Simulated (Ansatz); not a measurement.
**ClH₂NO₂W: up Jacob's ladder to CCSD(T)**

An exercise on one series of results from a longer session: the logs are not shown, and one member is left open.

Method: functionals in def2-TZVPP, the program's frozen cores in correlated methods; program: Ansatz 0.2.0, Gaussian basis.

Levels to be run: LDA (SPW92), PBE-D4, revPBE-D4, BLYP-D4, r2SCAN-D4, B97M-V, PBE0-D4, B3LYP-D4, r2SCANh-D4, r2SCAN0-D4, HSE06-D4, BHLYP-D4, CAM-B3LYP-D4, LC-ωPBE, ωB97X-V, ωB97M-V, B2PLYP, PBE-QIDH; CCSD(T)/def2-SVP; CCSD(T)/def2-TZVPP; MP2/def2-QZVPP; extrapolation to the limit; RPA on PBE.

## Structure used throughout

All runs share one geometry, relaxed beforehand with PBE0-D4 in a triple-zeta def2 set. W takes the def2 core potential; no spin-orbit term is included.

SMILES `[NH2][W](=[O])(=[O])[Cl]`, 7 atoms, charge 0, spin multiplicity 1.

Atoms are counted from 1 here; the program's logs count them from 0.

Bond lengths: N1–W2 1.928 Å, N1–H6 1.010 Å, N1–H7 1.010 Å, W2–O3 1.702 Å, W2–O4 1.702 Å, W2–Cl5 2.277 Å. Angles: W2–N1–H6 123.4°, W2–N1–H7 123.4°, H6–N1–H7 111.6°, N1–W2–O3 107.9°, N1–W2–O4 107.9°, N1–W2–Cl5 111.2°, O3–W2–O4 110.3°, O3–W2–Cl5 109.7°, O4–W2–Cl5 109.8°.

The first run:

The input, in.yaml:

```yaml
crystal:
  periodic: [false, false, false]
  atoms:
    - {symbol: N, position_ang: [-0.681015, 0.605687, 0.796485]}
    - {symbol: W, position_ang: [0.392790, -0.406970, -0.443699]}
    - {symbol: O, position_ang: [1.646258, -1.149881, 0.436019]}
    - {symbol: O, position_ang: [-0.606333, -1.584495, -1.159366]}
    - {symbol: Cl, position_ang: [1.275813, 0.935874, -2.056178]}
    - {symbol: H, position_ang: [-1.686910, 0.670027, 0.736573]}
    - {symbol: H, position_ang: [-0.340592, 0.929758, 1.690154]}
basis:
  gaussian: {orbitals: def2-TZVPP}
hamiltonian: {xc: lda}
output: {orbitals: {seedname: orbitals}}
```

Launch:

```sh
> ansatz run in.yaml --threads 4 --pin off --events-out ev --progress --plain --max-ram 10444MiB
```

Steps of the session up to this table: LDA; PBE-D4 (GGA); revPBE-D4 (GGA); BLYP-D4 (GGA); r2SCAN-D4 (meta-GGA); B97M-V (meta-GGA); B3LYP-D4 (hybrid); r2SCANh-D4 (hybrid); r2SCAN0-D4 (hybrid); HSE06-D4 (hybrid); BHLYP-D4 (hybrid); CAM-B3LYP-D4 (range-separated); LC-ωPBE (range-separated); ωB97X-V (range-separated); ωB97M-V (range-separated); B2PLYP (double hybrid); PBE-QIDH (double hybrid).

One table of the session follows, with a row left open; its other results are not shown here.

It belongs to the step «Frontier levels by functional». 

| functional | HOMO (eV) | LUMO (eV) | gap (eV) |
| --- | --- | --- | --- |
| LDA (SPW92) | -7.72 | -2.97 | 4.75 |
| PBE-D4 | -7.50 | -2.72 | 4.78 |
| revPBE-D4 | -7.42 | -2.63 | 4.79 |
| BLYP-D4 | -7.39 | -2.63 | 4.76 |
| r2SCAN-D4 | -7.86 | -2.66 | 5.20 |
| B97M-V | -7.91 | -2.58 | 5.32 |
| PBE0-D4 | -8.95 | -2.00 | 6.95 |
| B3LYP-D4 | -8.70 | -2.22 | 6.47 |
| r2SCANh-D4 | -8.39 | -2.38 | 6.01 |
| r2SCAN0-D4 | -9.19 | -1.96 | 7.23 |
| HSE06-D4 | -8.54 | -2.38 | 6.17 |
| BHLYP-D4 | ? | ? | ? |
| CAM-B3LYP-D4 | -10.34 | -0.96 | 9.38 |
| LC-ωPBE | -11.71 | 0.18 | 11.90 |
| ωB97X-V | -11.32 | 0.12 | 11.45 |
| ωB97M-V | -11.21 | 0.08 | 11.29 |

Estimate the missing values for BHLYP-D4.

Worked estimate for «HOMO (eV)». Against the share of exact exchange, BLYP-D4 (0, -7.39), B3LYP-D4 (0.2, -8.70) give a slope of -6.55 per unit share; at 0.5 the line stands at -10.66.

As computed: HOMO (eV): -10.27; LUMO (eV): -1.14; gap (eV): 9.13. In «HOMO (eV)» the line misses by -0.39.
